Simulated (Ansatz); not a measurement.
## CH6AlBO, SMILES B[CH2][AlH][OH]: a rigid scan of one bond length, step by step

With the Python package of Ansatz (0.2.0).

At the Python prompt:
```pycon
>>> import warnings
>>> import ansatz as az
>>> import numpy as np
>>> warnings.simplefilter("ignore", az.DeckWarning)
>>> geometry_ang = [
...     ("B", (-1.352, 0.6623, -0.6362)),
...     ("C", (-0.7199, -0.6308, -0.1336)),
...     ("Al", (0.9208, -0.1855, 0.8461)),
...     ("O", (2.3868, 0.7181, 0.0094)),
...     ("H", (-1.551, 0.879, -1.8234)),
...     ("H", (-1.7779, 1.5343, 0.1227)),
...     ("H", (-0.4371, -1.2727, -0.9942)),
...     ("H", (-1.3769, -1.1502, 0.5321)),
...     ("H", (1.113, -0.5981, 2.4323)),
...     ("H", (2.8772, -0.0076, -0.3522)),
... ]
>>> geometry = az.Crystal.molecule()
>>> for symbol, xyz in geometry_ang:
...     geometry = geometry.atom(symbol, xyz)
...
>>> symbols = [site.symbol for site in geometry.cartesian_sites]
>>> start = np.array([site.position_ang for site in geometry.cartesian_sites])
>>> axis = (start[2] - start[1]) / np.linalg.norm(start[2] - start[1])
>>> moving = [2, 3, 8, 9]
>>> lengths, energies = [1.727, 1.805, 1.884, 1.962, 2.041, 2.119, 2.198, 2.315], []
>>> for length in lengths:
...     xyz = start.copy()
...     xyz[moving] += (length - np.linalg.norm(start[2] - start[1])) * axis
...     point = az.Crystal.molecule()
...     for symbol, place in zip(symbols, xyz):
...         point = point.atom(symbol, place.tolist())
...     model = point.calculation().basis(gaussian="cc-pVDZ").functional("r2scan")
...     rep = model.run(threads=1, pin="off").report
...     energies.append(rep["free_energy_ev"])
...     print(f"r = {length:6.3f} A  E = {energies[-1]:.5f} eV  <S^2> = {abs(rep['mean_field']['state']['spin_squared']):.3f}")
...
r =  1.727 A  E = -10451.77263 eV  <S^2> = 0.000
r =  1.805 A  E = -10452.10171 eV  <S^2> = 0.000
r =  1.884 A  E = -10452.27078 eV  <S^2> = 0.000
r =  1.962 A  E = -10452.31994 eV  <S^2> = 0.000
r =  2.041 A  E = -10452.28386 eV  <S^2> = 0.000
r =  2.119 A  E = -10452.18784 eV  <S^2> = 0.000
r =  2.198 A  E = -10452.04788 eV  <S^2> = 0.000
r =  2.315 A  E = -10451.79021 eV  <S^2> = 0.000
>>> # quartic fit about the minimum
>>> fit = np.polynomial.Polynomial.fit(lengths, np.array(energies) - min(energies), 4).convert()
>>> roots = [r.real for r in fit.deriv().roots() if abs(r.imag) < 1e-9 and fit.deriv(2)(r.real) > 0]
>>> r_e = min(roots, key=lambda r: abs(r - lengths[int(np.argmin(energies))]))
>>> print(f"minimum of the fit at {r_e:.4f} A, force constant {fit.deriv(2)(r_e):.2f} eV/A^2")
minimum of the fit at 1.9635 A, force constant 13.83 eV/A^2
```

Total energies depend on the basis set; only differences at equal settings carry meaning. The rest of the molecule is held rigid at a force-field or estimated start geometry, and the basis set is modest; single-reference methods fail as a bond breaks. The orbitals are restricted, so S² is zero by construction. Timing: 60 s on 1 thread of Arm Neoverse N1 (shared host), peak memory 0.21 GiB.
